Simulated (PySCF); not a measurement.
# C6H6ClN: the cost of one run

Programs: PySCF 2.14.0, with routines of our own; each step states its level. All values are computed. Atoms count from 0.

## (1) The starting structure

14 atoms, charge 0, multiplicity 1; geometry from: GFN2-xTB.

## (2) Magnetic properties: GIAO CAM-B3LYP/pcSseg-1

The job: settings as JSON, then the geometry in Å.

```
{"job": {"kind": "mag", "xc": "CAM-B3LYP", "basis": "pcSseg-1", "isotopologues": 2}, "charge": 0, "multiplicity": 1}
C     -2.972516     1.093262    -0.076452
C     -2.435784    -0.113832    -0.207910
Cl    -3.435590    -1.533476    -0.388564
C     -1.051755    -0.374779    -0.218680
C      0.113023    -0.679577    -0.230227
C      1.536884    -0.924515    -0.252650
C      2.262631     0.256595    -0.855817
N      3.251137     0.867253    -0.397995
H     -2.340840     1.957270     0.032751
H     -4.036438     1.243559    -0.078038
H      1.739217    -1.805238    -0.872296
H      1.898777    -1.120566     0.762130
H      1.867223     0.603757    -1.806171
H      3.603353     0.529814     0.498062
```

Method: GIAO CAM-B3LYP/pcSseg-1 magnetisability, rotational g tensor and spin-rotation constants, non-relativistic, gas phase.

The run is started by

```
$ OMP_NUM_THREADS=1 python excited_run.py task.json out
```

One launch serves the whole session: the jobs run in the order shown.

**Question.** How long does this first job take on 1 thread of Arm Neoverse V1, shared host, and how much memory does it need?

About 35 s, with a peak of 0.84 GiB.
